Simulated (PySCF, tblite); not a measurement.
# C5H8F3NSi: geometry, infrared bands and NMR shifts

Aim: predict the infrared bands and NMR shifts of C5H8F3NSi (`FC(F)(F)C[Si@H]1C=CCN1`).

The runs use tblite 0.8.0 and PySCF 2.14.0, with density-fitted response routines of our own; the level of theory stands in each step. All values are computed, except where a source is named. Atoms count from 0, in the outputs and in this text.

**1. Starting geometry**

18 atoms, charge 0, multiplicity 1; geometry from: force field or distance geometry start.

Bonds of the start (Å): F0–C1 1.37, C1–F2 1.39, C1–F3 1.38, C1–C4 1.50, C4–Si5 1.83, Si5–C6 1.87, C6–C7 1.31, C7–C8 1.47, C8–N9 1.44, N9–Si5 1.82, C4–H10 1.12, C4–H11 1.12, Si5–H12 1.45, C6–H13 1.08, C7–H14 1.11, C8–H15 1.12, C8–H16 1.13, N9–H17 1.04.

**2. Geometry optimisation with GFN2-xTB**

Job settings and geometry (Å):

```
{"job": {"kind": "relax", "xc": "GFN2-xTB", "basis": "xTB"}, "charge": 0, "multiplicity": 1}
F      2.498600    -0.286900    -2.120600
C      2.725100    -0.233500    -0.772800
F      3.897500     0.484200    -0.543600
F      2.956500    -1.506400    -0.284100
C      1.648000     0.393900     0.057000
Si     0.015300    -0.431500    -0.074800
C     -1.251000     0.308900     1.088600
C     -2.352200     0.312600     0.377900
C     -2.230300    -0.228100    -0.981500
N     -0.936900     0.059600    -1.546700
H      1.561400     1.459800    -0.276300
H      1.969600     0.382600     1.132000
H      0.022100    -1.873600     0.031500
H     -1.081200     0.639800     2.106000
H     -3.312700     0.699900     0.787100
H     -3.061700     0.098600    -1.649200
H     -2.256600    -1.354600    -0.903800
H     -0.820200     1.081000    -1.703000
```

On the command line:

```sh
> OMP_NUM_THREADS=1 python probes_run.py task.json out
```

This one command runs all jobs of the session in turn.

**Question.** This job is followed by: GFN2-xTB harmonic vibrations, gas phase; GIAO PBE0/pcSseg-1 NMR shielding, non-relativistic, gas phase. What will the session give for the following? strongest single infrared mode (GFN2-xTB); zero-point energy (GFN2-xTB); ¹³C shifts against TMS (PBE0/pcSseg-1); ¹H shifts against TMS (PBE0/pcSseg-1); ¹⁹F shifts against CFCl3 (PBE0/pcSseg-1, means over atoms taken as alike); ²⁹Si shifts against TMS (PBE0/pcSseg-1); ¹⁵N shifts against NH3 (PBE0/pcSseg-1); surface potential, 1st and 99th percentile.

**Answer**, as computed:

| quantity | value |
| --- | --- |
| strongest single infrared mode (GFN2-xTB) | 1241 cm⁻¹, 368 km/mol |
| zero-point energy (GFN2-xTB) | 78.3 kcal/mol |
| ¹³C shifts against TMS (PBE0/pcSseg-1) | 158.8, 137.8, 130.1, 57.9, 28.7 ppm |
| ¹H shifts against TMS (PBE0/pcSseg-1) | 7.26, 6.10, 5.80, 4.24, 4.23, 1.69, 1.62, 0.87 ppm |
| ¹⁹F shifts against CFCl3 (PBE0/pcSseg-1, means over atoms taken as alike) | -70.5 ppm |
| ²⁹Si shifts against TMS (PBE0/pcSseg-1) | -11.4 ppm |
| ¹⁵N shifts against NH3 (PBE0/pcSseg-1) | 32.4 ppm |
| surface potential, 1st and 99th percentile | -0.79 V and 1.37 V |

**Reading.** The optimisation took 92 steps and gained 1.070 eV; among the close pairs (by a distance rule), Si5–N9 changed most, from 1.821 to 1.711 Å. All 48 modes are real, so the xTB geometry is a minimum. The strongest single mode, at 1241 cm⁻¹, is spread over several atoms, C4, C1, H11, H10 among them. Unscaled tight-binding wavenumbers are off by several per cent, some by more. Its intensities can rank the bands wrongly. At PBE0/pcSseg-1: The largest span, 244 ppm, is at C7, where the paramagnetic term is -228 ppm.
